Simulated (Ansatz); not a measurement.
# SnTe3: tests of the settings

The task, for SnTe3: see how the k-point mesh moves the results.

Method: DFT PBE, scalar-relativistic, plane waves, PAW, in Ansatz 0.2.0.

### Step 1. The structure to begin with

Symmetry: Fm-3m, No. 225, cubic system. Conventional cell: a = 7.722 Å, b = 7.722 Å, c = 7.722 Å, α = 90.00°, β = 90.00°, γ = 90.00°. Sn (site symmetry m-3m) is surrounded by 8 Te at 3.34 Å. Te (site symmetry -43m) is surrounded by 4 Sn at 3.34 Å and 4 Te at 3.34 Å. Te (site symmetry m-3m) has 8 Te at 3.34 Å as nearest neighbours.

As a file:

```
Sn Te
1.0
     0.00000    3.86122    3.86122
     3.86122    0.00000    3.86122
     3.86122    3.86122    0.00000
Sn Te
1 3
Cartesian
  0.0000 0.0000 0.0000
  1.9306 1.9306 1.9306
  5.7918 5.7918 5.7918
  3.8612 3.8612 3.8612
```

Source of the structure: the Materials Project (structure only). It is taken as it stands there.

### Step 2. The base input

input.yaml reads:

```yaml
crystal:
  lattice:
    - [0.0, 3.861219, 3.861219]
    - [3.861219, 0.0, 3.861219]
    - [3.861219, 3.861219, 0.0]
  atoms:
    - { symbol: Sn, position: [0.0, 0.0, 0.0] }
    - { symbol: Te, position: [0.25, 0.25, 0.25] }
    - { symbol: Te, position: [0.75, 0.75, 0.75] }
    - { symbol: Te, position: [0.5, 0.5, 0.5] }
basis:
  ecutwfc: 420
kpoints:
  mp_grid: { grid: [10, 10, 10] }
hamiltonian:
  xc: pbe
scf:
  occupations: { method: gaussian, width: 0.1 }
output:
  forces: true
  stress: true
  eigenvalues: true
  populations: true
```

Its results, from an earlier run: -6740.8600 eV/atom at zero smearing, pressure 0.00 GPa, largest force 0.000 eV/Å, no gap on the mesh, in 6 SCF cycles and 13 s.

### Step 3. K-point mesh: 2×2×2

input.yaml reads:

```yaml
crystal:
  lattice:
    - [0.0, 3.861219, 3.861219]
    - [3.861219, 0.0, 3.861219]
    - [3.861219, 3.861219, 0.0]
  atoms:
    - { symbol: Sn, position: [0.0, 0.0, 0.0] }
    - { symbol: Te, position: [0.25, 0.25, 0.25] }
    - { symbol: Te, position: [0.75, 0.75, 0.75] }
    - { symbol: Te, position: [0.5, 0.5, 0.5] }
basis:
  ecutwfc: 420
kpoints:
  mp_grid: { grid: [2, 2, 2] }
hamiltonian:
  xc: pbe
scf:
  occupations: { method: gaussian, width: 0.1 }
output:
  forces: true
  stress: true
  eigenvalues: true
```

### Step 4. K-point mesh set to 4×4×4

input.yaml: that of step 3 with these lines changed.

```diff
@@ -13,3 +13,3 @@
 kpoints:
-  mp_grid: { grid: [2, 2, 2] }
+  mp_grid: { grid: [4, 4, 4] }
 hamiltonian:
```

### Step 5. K-point mesh set to 6×6×6

input.yaml: that of step 4 with these lines changed.

```diff
@@ -13,3 +13,3 @@
 kpoints:
-  mp_grid: { grid: [4, 4, 4] }
+  mp_grid: { grid: [6, 6, 6] }
 hamiltonian:
```

### Step 6. K-point mesh: 8×8×8

input.yaml: that of step 5 with these lines changed.

```diff
@@ -13,3 +13,3 @@
 kpoints:
-  mp_grid: { grid: [6, 6, 6] }
+  mp_grid: { grid: [8, 8, 8] }
 hamiltonian:
```

### Step 7. K-point mesh set to 12×12×12

input.yaml: that of step 6 with these lines changed.

```diff
@@ -13,3 +13,3 @@
 kpoints:
-  mp_grid: { grid: [8, 8, 8] }
+  mp_grid: { grid: [12, 12, 12] }
 hamiltonian:
```

### Step 8. K-point mesh set to 14×14×14

input.yaml: that of step 7 with these lines changed.

```diff
@@ -13,3 +13,3 @@
 kpoints:
-  mp_grid: { grid: [12, 12, 12] }
+  mp_grid: { grid: [14, 14, 14] }
 hamiltonian:
```

### Step 9. K-point mesh: 16×16×16

input.yaml: that of step 8 with these lines changed.

```diff
@@ -13,3 +13,3 @@
 kpoints:
-  mp_grid: { grid: [14, 14, 14] }
+  mp_grid: { grid: [16, 16, 16] }
 hamiltonian:
```

(Steps that only read results are left out.)

**Question.** What does this series show?

As calculated:

| quantity | value |
| --- | --- |
| k-point mesh: within 10 and 1 meV/atom of 16×16×16 from | 4×4×4 for 10; 14×14×14 for 1 |

In the sweep of the k-point mesh, 14×14×14 already comes within 1 meV/atom of the reference, and so do all later runs, at about 0.73 of the reference's time. The reference is only the best run made, not a proven limit. The error changes sign along the series, since a k mesh isn't variational, and a metal needs dense meshes to resolve its Fermi surface. The runs treat Te without spin-orbit coupling.
